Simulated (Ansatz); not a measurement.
# Ba: the cost of one run

Method: DFT PBEsol, scalar-relativistic, in Ansatz 0.2.0.

## 1. Starting point

It takes space group Im-3m (No. 229, cubic). Conventional cell: a = 5.000 Å, b = 5.000 Å, c = 5.000 Å, α = 90.00°, β = 90.00°, γ = 90.00°. Ba (site symmetry m-3m) is surrounded by 8 Ba at 4.33 Å.

As a file:

```cif
data_structure
_symmetry_space_group_name_H-M 'P 1'
_symmetry_Int_Tables_number 1
_cell_length_a 4.3301
_cell_length_b 4.3301
_cell_length_c 4.3301
_cell_angle_alpha 109.471
_cell_angle_beta 109.471
_cell_angle_gamma 109.471
_cell_volume 62.50
loop_
_atom_site_label
_atom_site_type_symbol
_atom_site_fract_x
_atom_site_fract_y
_atom_site_fract_z
_atom_site_occupancy
Ba1 Ba 0.00000 0.00000 0.00000 1
```

## 2. Volume × 0.96, LAPW

input.yaml

```yaml
crystal:
  lattice:
    - [-2.4662120743, 2.4662120743, 2.4662120743]
    - [2.4662120743, -2.4662120743, 2.4662120743]
    - [2.4662120743, 2.4662120743, -2.4662120743]
  atoms:
    - { symbol: Ba, position: [0.0, 0.0, 0.0] }
kpoints:
  mp_grid: { grid: [10, 10, 10] }
  band_path:
    path:
      - [0.0, 0.0, 0.0]
      - [0.5, -0.5, 0.5]
      - [0.0, 0.0, 0.5]
      - [0.0, 0.0, 0.0]
      - [0.25, 0.25, 0.25]
      - [0.5, -0.5, 0.5]
      - [0.25, 0.25, 0.25]
      - [0.0, 0.0, 0.5]
    npoints: 5
scf:
  occupations: { method: fermi_dirac, width: 0.05 }
hamiltonian:
  xc: pbesol
  pseudopotentials: { kind: all_electron, lapw: { basis_error: 0.0005 } }
output:
  forces: true
  stress: true
  eigenvalues: true
```

The run is started by

```console
$ ansatz run input.yaml --threads 1 --pin off --max-ram 3072MiB --backend cpu --events-out ev --progress --plain --runs-dir out
```

**Question.** How long does this run take on 1 thread of Intel Xeon Platinum 8488C (Sapphire Rapids), shared host, and how much memory does it need?

About 3.3 s, with a peak of 0.27 GiB.
